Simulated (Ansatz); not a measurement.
# CH₅GeNOS: a ladder of functionals and wavefunction methods

One table from this session's results is given with a row withheld; the runs are named, their logs left out.

Program: Ansatz 0.2.0, Gaussian basis. Level of theory: functionals in def2-TZVPP, the program's frozen cores in correlated methods. These are calculated values, not measurements.

Levels to be run: LDA (SPW92), PBE-D4, revPBE-D4, BLYP-D4, r2SCAN-D4, B97M-V, PBE0-D4, B3LYP-D4, r2SCANh-D4, r2SCAN0-D4, HSE06-D4, BHLYP-D4, CAM-B3LYP-D4, LC-ωPBE, ωB97X-V, ωB97M-V, B2PLYP, PBE-QIDH; CCSD(T)/def2-SVP; CCSD(T)/def2-TZVPP; MP2/def2-QZVPP; extrapolation to the limit; RPA on PBE.

## Structure used throughout

An earlier PBE0-D4 in a triple-zeta def2 set relaxation fixed the geometry.

SMILES `O=C(S)[NH][GeH3]`, 10 atoms, charge 0, spin multiplicity 1.

Atoms are counted from 1 here; the program's logs count them from 0.

Bond lengths: O1–C2 1.208 Å, C2–S3 1.796 Å, C2–N4 1.350 Å, S3–H6 1.340 Å, N4–Ge5 1.867 Å, N4–H7 1.007 Å, Ge5–H8 1.530 Å, Ge5–H9 1.536 Å, Ge5–H10 1.530 Å. Angles: O1–C2–S3 123.0°, O1–C2–N4 123.3°, S3–C2–N4 113.7°, C2–S3–H6 93.1°, C2–N4–Ge5 118.1°, C2–N4–H7 118.8°, Ge5–N4–H7 123.2°, N4–Ge5–H8 109.1°, N4–Ge5–H9 103.1°, N4–Ge5–H10 109.0°, H8–Ge5–H9 111.5°, H8–Ge5–H10 112.3°, H9–Ge5–H10 111.5°.

Geometry (Å):

```tsv
atom	x (Å)	y (Å)	z (Å)
O1	0.44627	-1.55898	0.49393
C2	0.31097	-0.44115	0.93270
S3	0.61159	-0.02177	2.65281
N4	-0.07961	0.60842	0.17808
Ge5	-0.42677	0.30875	-1.63158
H6	0.94820	-1.27780	2.97643
H7	-0.17050	1.51137	0.61431
H8	0.85238	-0.18346	-2.31071
H9	-0.83536	1.69807	-2.14279
H10	-1.57406	-0.69464	-1.76029
```

Set-up of the first run:

in.yaml

```yaml
crystal:
  periodic: [false, false, false]
  atoms:
    - {symbol: O, position_ang: [0.446274, -1.558983, 0.493927]}
    - {symbol: C, position_ang: [0.310973, -0.441153, 0.932701]}
    - {symbol: S, position_ang: [0.611585, -0.021774, 2.652813]}
    - {symbol: N, position_ang: [-0.079614, 0.608418, 0.178082]}
    - {symbol: Ge, position_ang: [-0.426770, 0.308754, -1.631581]}
    - {symbol: H, position_ang: [0.948195, -1.277800, 2.976433]}
    - {symbol: H, position_ang: [-0.170499, 1.511374, 0.614310]}
    - {symbol: H, position_ang: [0.852378, -0.183463, -2.310707]}
    - {symbol: H, position_ang: [-0.835362, 1.698067, -2.142788]}
    - {symbol: H, position_ang: [-1.574061, -0.694640, -1.760290]}
basis:
  gaussian: {orbitals: def2-TZVPP}
hamiltonian: {xc: lda}
output: {orbitals: {seedname: orbitals}}
```

Among the steps run: LDA; PBE-D4 (GGA); revPBE-D4 (GGA); BLYP-D4 (GGA); r2SCAN-D4 (meta-GGA); B97M-V (meta-GGA); PBE0-D4 (hybrid); B3LYP-D4 (hybrid); r2SCANh-D4 (hybrid); r2SCAN0-D4 (hybrid); HSE06-D4 (hybrid); BHLYP-D4 (hybrid); CAM-B3LYP-D4 (range-separated); LC-ωPBE (range-separated); ωB97X-V (range-separated); ωB97M-V (range-separated); B2PLYP (double hybrid); PBE-QIDH (double hybrid).

One table of the session follows, with a row left open; its other results are not shown here.

It belongs to the step «Frontier levels by functional». 

```
  functional  HOMO (eV)  gap (eV)
 LDA (SPW92)      -6.49      5.29
      PBE-D4      -6.35      5.35
   revPBE-D4      -6.28      5.38
     BLYP-D4      -6.20      5.27
   r2SCAN-D4      -6.67      5.99
      B97M-V          ?         ?
     PBE0-D4      -7.64      7.57
    B3LYP-D4      -7.39      7.03
  r2SCANh-D4      -7.13      6.80
  r2SCAN0-D4      -7.84      7.99
    HSE06-D4      -7.24      6.79
    BHLYP-D4      -8.80      9.57
CAM-B3LYP-D4      -8.99      9.89
     LC-ωPBE     -10.41     12.60
     ωB97X-V     -10.03     12.03
     ωB97M-V      -9.86     11.55
```

Q: Estimate the row for B97M-V from the others.

The run gave: HOMO (eV): -6.77; gap (eV): 5.96. In the column «HOMO (eV)» it lies between r2SCANh-D4 (-7.13) and r2SCAN-D4 (-6.67).
